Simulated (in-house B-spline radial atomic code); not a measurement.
# Sn²⁺: density, ELF and screening along the radius

Aim: the shell structure of Sn²⁺ in the radial density, the electron localisation function and the screened nuclear charge, under several settings.

Method: several methods, spin-polarised, as named in each step; spherical all-electron atom at the radial basis limit. Code: in-house B-spline radial atomic code version 1.

## 1. The atom as given

| Quantity | Value |
| --- | --- |
| element | tin (Z = 50) |
| charge | +2 |
| electrons | 48 |
| configuration | [Kr] 4d10 5s2 |
| nucleus | point (non-relativistic runs) or finite (X2C runs) |

Outer shells as boxes (Hund's rule):

[Kr] 4d10 5s2
```
[Kr] core
4d [↑↓][↑↓][↑↓][↑↓][↑↓]
5s [↑↓]
```

Where spins are not typed, each open shell is filled with up spins first.

## 2. LDA (PW92), non-rel.

Settings, as recorded:

```ini
Z = 50
electrons = 48.0
configuration = [Kr] 4d10 5s2
hamiltonian = nr
method = lda,pw
spin_polarised = True
```

Started as:

```sh
python run_scf.py task.json out
```

task.json lists these runs, among others, and the program works through them in turn.

## 3. LDA (VWN5), X2C

Settings, as recorded:

```ini
Z = 50
electrons = 48.0
configuration = [Kr] 4d10 5s2
hamiltonian = x2c
method = lda,vwn
spin_polarised = True
nucleus = fermi
rms_radius = 4.6519
mass_number = 120
atomic_mass = 119.902202557
speed_of_light = 137.035999084
```

## 4. PBE, X2C

Changes to the settings of step 3:

```diff
@@ -4,3 +4,3 @@
 hamiltonian = x2c
-method = lda,vwn
+method = pbe,pbe
 spin_polarised = True
```

## 5. Hartree-Fock, X2C

Changes to the settings of step 4:

```diff
@@ -4,3 +4,3 @@
 hamiltonian = x2c
-method = pbe,pbe
+method = hf
 spin_polarised = True
```

## 6. BHandHLYP, X2C

Changes to the settings of step 5:

```diff
@@ -4,3 +4,3 @@
 hamiltonian = x2c
-method = hf
+method = bhandhlyp
 spin_polarised = True
```

Q: How large is the system in each run, where do the shell borders lie, and what is the highest level?

As calculated:

| run | total energy (hartree) | highest level (eV) | radius holding 50 / 90 / 99 % (bohr) | radius at n = 0.001 (bohr) | ELF minima on the full grid (bohr) |
| --- | --- | --- | --- | --- | --- |
| LDA (PW92), non-rel. | -6019.1467 | -25.471 | 0.391 / 1.36 / 2.82 | 3.75 | 0.051, 0.18, 0.52, 1.8 |
| LDA (VWN5), X2C | -6169.7766 | -26.514 | 0.387 / 1.35 / 2.75 | 3.67 | 0.041, 0.18, 0.50, 1.8 |
| PBE, X2C | -6175.3553 | -26.075 | 0.386 / 1.35 / 2.76 | 3.69 | 0.041, 0.18, 0.51, 1.8 |
| Hartree-Fock, X2C | -6173.0783 | -28.779 | 0.386 / 1.35 / 2.82 | 3.75 | 0.041, 0.18, 0.52, 1.8 |
| BHandHLYP, X2C | -6175.7647 | -27.933 | 0.386 / 1.35 / 2.78 | 3.72 | 0.041, 0.18, 0.51, 1.8 |

What this shows: In the first run ELF has 4 minima on the grid, which mark the borders between shells. On the record's full grid the screened charge (r times the electrostatic potential) falls from 49.9 near the nucleus to 2.00 at 8.0 bohr; far out it tends to the net charge, 2. The radius that holds 99 % of the electrons runs from 2.75 bohr (LDA (VWN5), X2C) to 2.82 bohr (LDA (PW92), non-rel.). The grid is coarse (about 23 % a step), so the places of minima are rough. For X2C runs ELF uses the non-relativistic kinetic energy density, and the fields carry no picture-change correction.
